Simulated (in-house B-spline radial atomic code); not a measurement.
# Al¹⁰⁺: ionisation energy by several methods

One table from this session's results is given with a row withheld; the runs are named, their logs left out.

Program: in-house B-spline radial atomic code version 1. Level of theory: scalar-relativistic (X2C), several functionals, spin-polarised, exact exchange averaged over the configuration; spherical all-electron atom at the radial basis limit. These are calculated values, not measurements, unless marked.

### The system

| Item | Value |
| --- | --- |
| element | aluminium (Z = 13) |
| charge | +10 |
| electrons | 3 |
| configuration | [He] 2s1 |
| nucleus | Fermi, rms radius 3.061 fm |

Outer shells as boxes (Hund's rule):

[He] 2s1
```
[He] core
2s [↑ ]
```

Where spins are not typed, each open shell is filled with up spins first.

The first run:

Settings, as recorded:

```ini
Z = 13
electrons = 3.0
configuration = [He] 2s1
hamiltonian = x2c
method = b3lyp
spin_polarised = True
nucleus = fermi
rms_radius = 3.061
mass_number = 27
atomic_mass = 26.981538408
speed_of_light = 137.035999084
exact_exchange = averaged over the configuration
```

Command:

```
$ python run_scf.py task.json out
```

task.json lists these runs, among others, and the program works through them in turn.

Among the steps run: B3LYP, a global hybrid; HSE06, a range-separated hybrid; CAM-B3LYP, a range-separated hybrid; ωB97X, a range-separated hybrid; B97-1, a global hybrid; BHandHLYP, a global hybrid.

One of the session's tables, all rows but one given; the rest of the session is left out.

```
   method  ΔSCF (eV)
    B3LYP     443.36
    B97-1     442.57
BHandHLYP     443.21
    HSE06     442.87
CAM-B3LYP     443.20
    ωB97X          ?
```

**Question.** Estimate the row for ωB97X.

**Answer.** ΔSCF (eV): 439.95. In the column «ΔSCF (eV)» it is the lowest.
